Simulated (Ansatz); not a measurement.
# Zr3SeS2: a closer look at a trial structure

The task, for Zr3SeS2: see whether it has a gap, which orbitals make up the states near it and how charge is shared.

Computed with Ansatz 0.2.0 (DFT PBE, scalar-relativistic, plane waves, PAW, unless a step's input says otherwise).

1 further run of the same task is left out (set aside as unsound or not needed).

## Step 1: The starting structure

The structure is hexagonal, space group P6/mmm (No. 191). Conventional cell: a = 8.291 Å, b = 8.291 Å, c = 3.095 Å, α = 90.00°, β = 90.00°, γ = 120.00°. Zr (site symmetry mmm) is surrounded by 2 S at 2.39 Å. Se (site symmetry 6/mmm) is surrounded by 2 Se at 3.10 Å. S (site symmetry -6m2) has 3 Zr at 2.39 Å as nearest neighbours.

Structure file:

```cif
data_structure
_symmetry_space_group_name_H-M 'P6/mmm'
_symmetry_Int_Tables_number 191
_cell_length_a 8.2908
_cell_length_b 8.2908
_cell_length_c 3.0955
_cell_angle_alpha 90.000
_cell_angle_beta 90.000
_cell_angle_gamma 120.000
_cell_volume 184.27
loop_
_atom_site_label
_atom_site_type_symbol
_atom_site_symmetry_multiplicity
_atom_site_Wyckoff_symbol
_atom_site_fract_x
_atom_site_fract_y
_atom_site_fract_z
_atom_site_occupancy
Zr1 Zr 3 g 0.50000 0.00000 0.50000 1
Se1 Se 1 b 0.00000 0.00000 0.50000 1
S1 S 2 d 0.33333 0.66667 0.50000 1
```

It is the end of an earlier relaxation with the same method, from a generated guess; it is a trial structure. At a tolerance of 0.05 Å it has space group P6/mmm (No. 191); it has 30.71 Å³/atom, an uncorrected energy of +0.25 eV/atom over the elements.

## Step 2: Bands, states and charges

Contents of input.yaml:

```yaml
crystal:
  lattice:
    - [8.2907503878, 0.0, 0.0]
    - [-4.1453751939, 7.1800004523, 0.0]
    - [0.0, 0.0, 3.0954692123]
  atoms:
    - { symbol: Zr, position: [0.5, 0.0, 0.5] }
    - { symbol: Zr, position: [0.0, 0.5, 0.5] }
    - { symbol: Zr, position: [0.5, 0.5, 0.5] }
    - { symbol: Se, position: [0.0, 0.0, 0.5] }
    - { symbol: S, position: [0.3333333333, 0.6666666667, 0.5] }
    - { symbol: S, position: [0.6666666667, 0.3333333333, 0.5] }
basis:
  ecutwfc: 420
kpoints:
  mp_grid: { grid: [6, 6, 12] }
  band_path:
    path:
      - [[0.0, 0.0, 0.0], [0.5, 0.0, 0.0], [0.33333333, 0.33333333, 0.0], [0.0, 0.0, 0.0], [0.0, 0.0, 0.5], [0.5, 0.0, 0.5], [0.33333333, 0.33333333, 0.5], [0.0, 0.0, 0.5]]
      - [[0.5, 0.0, 0.5], [0.5, 0.0, 0.0]]
      - [[0.33333333, 0.33333333, 0.5], [0.33333333, 0.33333333, 0.0]]
    npoints: 14
hamiltonian:
  xc: pbe
scf:
  occupations: { method: gaussian, width: 0.1 }
  n_extra_bands: 15
output:
  forces: true
  stress: true
  eigenvalues: true
  populations: true
  dos: { projected: true, de: 0.02, nscf_kmesh: { grid: [8, 8, 15] } }
  bader: true
  write_density: true
  write_potential: true
  elf: true
  volumetric_format: npy
```

Command:

```bash
$ ansatz run input.yaml --threads 1 --pin off --max-ram 2560MiB --backend cpu --events-out ev --progress --plain --runs-dir out
```

Before running it: what results should come out? Wanted: gap; states at the Fermi level; Bader charges.

As calculated:

| quantity | value |
| --- | --- |
| gap | none (metal) |
| states at the Fermi level | 8.71 per eV per cell |
| Bader charges | Zr +1.08, Se -0.65, S -1.29 e |

In words: There is no gap at this level. Of the projected weight within 0.25 eV of the Fermi level, the largest part is Zr 4d (82 %). Bader charges reach 1.3 e, so charge transfer in this metal is strong.
